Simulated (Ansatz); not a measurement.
# AlSi3H9 (Al(SiH3)3): levels of theory compared

We compute a comparison of 4 runs (HF/6-31G*, HF/6-311+G**, B3LYP/6-31G*, PBE0/def2-SVP) of AlSi3H9 (Al(SiH3)3). 

Program for the calculation: Ansatz 0.2.0.

3 further runs of the same task are left out: 3 set aside as unsound or not needed.

**1. The molecule**

The species is AlSi3H9 (13 atoms), meant as a singlet with charge 0. SMILES: `[SiH3][Al]([SiH3])[SiH3]`. Geometry: a GFN2-xTB relaxation, a rough one for these elements and not checked as a minimum.

Bond lengths: Al1–Si2 2.438 Å, Al1–Si6 2.439 Å, Al1–Si10 2.439 Å, Si2–H3 1.483 Å, Si2–H4 1.482 Å, Si2–H5 1.482 Å, Si6–H7 1.482 Å, Si6–H8 1.483 Å, Si6–H9 1.482 Å, Si10–H11 1.484 Å, Si10–H12 1.482 Å, Si10–H13 1.482 Å. Some angles: Si2–Al1–Si6 119.9°, Si2–Al1–Si10 119.6°, Si6–Al1–Si10 120.4°, Al1–Si2–H3 112.7°, Al1–Si2–H4 115.7°, Al1–Si2–H5 115.7°, Al1–Si6–H7 115.4°, Al1–Si6–H8 112.7°, Al1–Si6–H9 115.8°, Al1–Si10–H11 111.9°.

**2. Energy and forces at HF/6-31G(d) (spherical functions) (run 1)**

File input.yaml:

```yaml
basis:
  gaussian:
    orbitals: 6-31G_st_-spherical.json
crystal:
  periodic: [false, false, false]
  atoms:
    - {symbol: Al, position_ang: [-0.007660, 0.003270, -0.003170]}
    - {symbol: Si, position_ang: [2.430500, -0.024860, -0.019260]}
    - {symbol: H, position_ang: [3.018150, 1.334850, 0.055920]}
    - {symbol: H, position_ang: [3.059440, -0.616460, -1.223950]}
    - {symbol: H, position_ang: [3.071540, -0.751920, 1.101840]}
    - {symbol: Si, position_ang: [-1.200990, 2.130800, -0.003450]}
    - {symbol: H, position_ang: [-0.808660, 3.079520, 1.065330]}
    - {symbol: H, position_ang: [-2.663260, 1.966340, 0.183740]}
    - {symbol: H, position_ang: [-1.089420, 2.933720, -1.243690]}
    - {symbol: Si, position_ang: [-1.237320, -2.103050, 0.020200]}
    - {symbol: H, position_ang: [-0.332120, -3.274390, -0.083800]}
    - {symbol: H, position_ang: [-2.203120, -2.299300, -1.086250]}
    - {symbol: H, position_ang: [-2.037090, -2.378530, 1.236560]}
hamiltonian:
  xc: hf
accuracy: high
output: {forces: true, orbitals: {seedname: orbitals}}
```

The basis set 6-31G* is read from a file made from the Basis Set Exchange's data (not shown).

On the command line:

```bash
$ ansatz run input.yaml --threads 1 --pin off --max-ram 3480MiB --events-out events.jsonl --progress --plain --runs-dir runs
```

Standard output:

```text
Warning: RAYON_NUM_THREADS=1 ignored (pool sized by the plan → 1); use --threads N
[... 12 lines left out ...]
Total energy: -30309.55796153 eV, -1113.8557105298 hartree
[... 13 lines left out ...]
Dipole moment:    -0.008208     0.002470    -0.004050 e Å
```

Run time: 11 s. Hardware: 1 thread of Intel Xeon at 2.70GHz, shared host; peak memory 0.3 GiB.

**3. Energy and gradient at HF/6-311+G(d,p) (run 2)**

File job.yaml:

```yaml
crystal:
  periodic: [false, false, false]
  atoms:
    - {symbol: Al, position_ang: [-0.007660, 0.003270, -0.003170]}
    - {symbol: Si, position_ang: [2.430500, -0.024860, -0.019260]}
    - {symbol: H, position_ang: [3.018150, 1.334850, 0.055920]}
    - {symbol: H, position_ang: [3.059440, -0.616460, -1.223950]}
    - {symbol: H, position_ang: [3.071540, -0.751920, 1.101840]}
    - {symbol: Si, position_ang: [-1.200990, 2.130800, -0.003450]}
    - {symbol: H, position_ang: [-0.808660, 3.079520, 1.065330]}
    - {symbol: H, position_ang: [-2.663260, 1.966340, 0.183740]}
    - {symbol: H, position_ang: [-1.089420, 2.933720, -1.243690]}
    - {symbol: Si, position_ang: [-1.237320, -2.103050, 0.020200]}
    - {symbol: H, position_ang: [-0.332120, -3.274390, -0.083800]}
    - {symbol: H, position_ang: [-2.203120, -2.299300, -1.086250]}
    - {symbol: H, position_ang: [-2.037090, -2.378530, 1.236560]}
basis:
  gaussian:
    orbitals: 6-311+G_st__st_-spherical.json
output: {forces: true, orbitals: {seedname: orbitals}}
hamiltonian:
  xc: hf
accuracy: high
```

The basis set 6-311+G** is read from a file made from the Basis Set Exchange's data (not shown).

On the command line:

```bash
$ ansatz run job.yaml --threads 1 --pin off --max-ram 3480MiB --events-out events.jsonl --progress --plain --runs-dir runs
```

Standard output:

```text
Warning: RAYON_NUM_THREADS=1 ignored (pool sized by the plan → 1); use --threads N
[... 12 lines left out ...]
Total energy: -30312.12855947 eV, -1113.9501782619 hartree
[... 13 lines left out ...]
Dipole moment:    -0.008266     0.002411    -0.004042 e Å
```

It took 20 s on 1 thread of Intel Xeon at 2.70GHz, shared host; peak memory 0.74 GiB.

**4. Energy and gradient at B3LYP/6-31G(d) (spherical functions) (run 3)**

input.yaml, as its differences from that of step 2:

```diff
@@ -1,4 +1 @@
-basis:
-  gaussian:
-    orbitals: 6-31G_st_-spherical.json
 crystal:
@@ -19,4 +16,9 @@
     - {symbol: H, position_ang: [-2.037090, -2.378530, 1.236560]}
+basis:
+  gaussian:
+    orbitals: 6-31G_st_-spherical.json
+magnetization:
+  spin_polarized: false
 hamiltonian:
-  xc: hf
+  xc: {name: B3LYP}
 accuracy: high
```

The basis set 6-31G* is read from a file made from the Basis Set Exchange's data (not shown).

On the command line:

```bash
$ ansatz run input.yaml --threads 1 --pin off --max-ram 3480MiB --events-out events.jsonl --progress --plain --runs-dir runs
```

Standard output:

```text
Warning: RAYON_NUM_THREADS=1 ignored (pool sized by the plan → 1); use --threads N
[... 16 lines left out ...]
Total energy: -30376.07711931 eV, -1116.3002444899 hartree
[... 13 lines left out ...]
Dipole moment:    -0.006451     0.001684    -0.003920 e Å
```

It took 17 s on 1 thread of Intel Xeon at 2.70GHz, shared host; peak memory 0.38 GiB.

**5. Energy and gradient at PBE0/def2-SVP (run 4)**

job.yaml, as its differences from that of step 3:

```diff
@@ -17,7 +17,6 @@
 basis:
-  gaussian:
-    orbitals: 6-311+G_st__st_-spherical.json
+  gaussian: {orbitals: def2-SVP}
+accuracy: high
+hamiltonian: {xc: {name: PBE0}}
+total_charge: 0
 output: {forces: true, orbitals: {seedname: orbitals}}
-hamiltonian:
-  xc: hf
-accuracy: high
```

On the command line:

```bash
$ ansatz run job.yaml --threads 1 --pin off --max-ram 3480MiB --events-out events.jsonl --progress --plain --runs-dir runs
```

Standard output:

```text
Warning: RAYON_NUM_THREADS=1 ignored (pool sized by the plan → 1); use --threads N
[... 16 lines left out ...]
Total energy: -30352.71582455 eV, -1115.4417327424 hartree
[... 13 lines left out ...]
Dipole moment:    -0.005827     0.001588    -0.003006 e Å
```

Wall time 16 s (1 thread of Intel Xeon at 2.70GHz, shared host); peak memory 0.49 GiB.

**6. The series**

```
run                               level   energy (Eh)  dipole moment (D)  HOMO energy (eV)  LUMO energy (eV)  wall time
  1     HF/6-31G* (spherical functions)  -1113.855711               0.05             -9.98             -0.08       11 s
  2                        HF/6-311+G**  -1113.950178               0.05            -10.03             -0.18       20 s
  3  B3LYP/6-31G* (spherical functions)  -1116.300244               0.04             -7.34             -2.90       17 s
  4                       PBE0/def2-SVP  -1115.441733               0.03             -7.68             -2.93       16 s
```

**7. Results**

```
                       quantity           value
            run 4: total energy  -1115.44173 Eh
           run 4: dipole moment          0.03 D
             run 4: HOMO energy        -7.68 eV
             run 4: LUMO energy        -2.93 eV
           run 4: HOMO–LUMO gap         4.75 eV
run 4: largest force on an atom      0.465 eV/Å
```

**Reading.** The HOMO–LUMO gap runs from 4.44 eV (B3LYP/6-31G*) to 9.90 eV (HF/6-31G*). Exact exchange widens orbital gaps. Totals of different functionals can't be ranked against each other. All runs together took 64 s, the longest 20 s.
